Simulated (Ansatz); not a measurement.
# C₂H₈N₂W: one species, many methods

An exercise on one series of results from a longer session: the logs are not shown, and one member is left open.

Computed with Ansatz 0.2.0, Gaussian basis. Level: functionals in def2-TZVPP, the program's frozen cores in correlated methods.

Levels to be run: LDA (SPW92), PBE-D4, revPBE-D4, BLYP-D4, r2SCAN-D4, B97M-V, PBE0-D4, B3LYP-D4, r2SCANh-D4, r2SCAN0-D4, HSE06-D4, BHLYP-D4, CAM-B3LYP-D4, LC-ωPBE, ωB97X-V, ωB97M-V, B2PLYP, PBE-QIDH; CCSD(T)/def2-SVP; CCSD(T)/def2-TZVPP; MP2/def2-QZVPP; extrapolation to the limit; RPA on PBE.

1 further run of the same task is left out (for a known fault of the program). Runs told in other sessions of the task aren't counted.

### The relaxed structure

The geometry comes from an earlier relaxation with PBE0-D4 in a triple-zeta def2 set; it is a stationary point, not always the lowest conformer. W takes the def2 core potential; no spin-orbit term is included.

SMILES `[CH3][W]([CH3])(=[NH])=[NH]`, 13 atoms, charge 0, spin multiplicity 1.

Atoms are counted from 1 here; the program's logs count them from 0.

Bond lengths: C1–W2 2.122 Å, C1–H6 1.092 Å, C1–H7 1.096 Å, C1–H8 1.096 Å, W2–C3 2.122 Å, W2–N4 1.750 Å, W2–N5 1.750 Å, C3–H9 1.092 Å, C3–H10 1.096 Å, C3–H11 1.096 Å, N4–H12 1.008 Å, N5–H13 1.008 Å. Angles: W2–C1–H6 113.1°, W2–C1–H7 109.3°, W2–C1–H8 109.3°, H6–C1–H7 107.9°, H6–C1–H8 107.9°, H7–C1–H8 109.4°, C1–W2–C3 113.8°, C1–W2–N4 107.2°, C1–W2–N5 107.3°, C3–W2–N4 107.2°, C3–W2–N5 107.2°, N4–W2–N5 114.3°, W2–C3–H9 113.1°, W2–C3–H10 109.3°, W2–C3–H11 109.3°, H9–C3–H10 107.9°, H9–C3–H11 107.9°, H10–C3–H11 109.4° and more.

Set-up of the first run:

Contents of in.yaml:

```yaml
crystal:
  periodic: [false, false, false]
  atoms:
    - {symbol: C, position_ang: [-1.786844, 0.658865, -0.354102]}
    - {symbol: W, position_ang: [0.279788, 0.217114, -0.161703]}
    - {symbol: C, position_ang: [0.680704, -1.517229, 0.993528]}
    - {symbol: N, position_ang: [0.898960, -0.077148, -1.771318]}
    - {symbol: N, position_ang: [1.025451, 1.570359, 0.658947]}
    - {symbol: H, position_ang: [-1.979748, 1.551794, -0.952736]}
    - {symbol: H, position_ang: [-2.293722, -0.184840, -0.835626]}
    - {symbol: H, position_ang: [-2.216564, 0.821380, 0.640626]}
    - {symbol: H, position_ang: [1.747321, -1.733248, 1.085762]}
    - {symbol: H, position_ang: [0.201415, -2.383475, 0.524029]}
    - {symbol: H, position_ang: [0.276636, -1.381038, 2.002871]}
    - {symbol: H, position_ang: [1.497763, 0.114129, -2.559497]}
    - {symbol: H, position_ang: [1.668840, 2.343326, 0.729219]}
basis:
  gaussian: {orbitals: def2-TZVPP}
hamiltonian: {xc: lda}
output: {orbitals: {seedname: orbitals}}
```

Run with:

```bash
$ ansatz run in.yaml --threads 4 --pin off --events-out ev --progress --plain --max-ram 11315MiB
```

Steps of the session up to this table: LDA; PBE-D4 (GGA); revPBE-D4 (GGA); BLYP-D4 (GGA); r2SCAN-D4 (meta-GGA); B97M-V (meta-GGA); PBE0-D4 (hybrid); B3LYP-D4 (hybrid); r2SCANh-D4 (hybrid); r2SCAN0-D4 (hybrid); HSE06-D4 (hybrid); BHLYP-D4 (hybrid); CAM-B3LYP-D4 (range-separated); LC-ωPBE (range-separated); ωB97X-V (range-separated); ωB97M-V (range-separated); B2PLYP (double hybrid); PBE-QIDH (double hybrid).

One of the session's tables, all rows but one given; the rest of the session is left out.

It belongs to the step «Frontier levels by functional». 

```
  functional  HOMO (eV)  LUMO (eV)  gap (eV)
 LDA (SPW92)      -6.28      -2.58      3.70
      PBE-D4      -6.10      -2.35      3.75
   revPBE-D4          ?          ?         ?
     BLYP-D4      -5.96      -2.26      3.70
   r2SCAN-D4      -6.34      -2.21      4.13
      B97M-V      -6.39      -2.21      4.17
     PBE0-D4      -7.35      -1.53      5.81
    B3LYP-D4      -7.12      -1.78      5.35
  r2SCANh-D4      -6.81      -1.91      4.90
  r2SCAN0-D4      -7.51      -1.45      6.06
    HSE06-D4      -6.94      -1.91      5.03
    BHLYP-D4      -8.48      -0.62      7.86
CAM-B3LYP-D4      -8.73      -0.50      8.23
     LC-ωPBE     -10.12       0.67     10.79
     ωB97X-V      -9.74       0.56     10.30
     ωB97M-V      -9.66       0.45     10.11
```

Estimate the missing values for revPBE-D4.

The run gave: HOMO (eV): -6.02; LUMO (eV): -2.25; gap (eV): 3.78. In the column «HOMO (eV)» it lies between PBE-D4 (-6.10) and BLYP-D4 (-5.96).
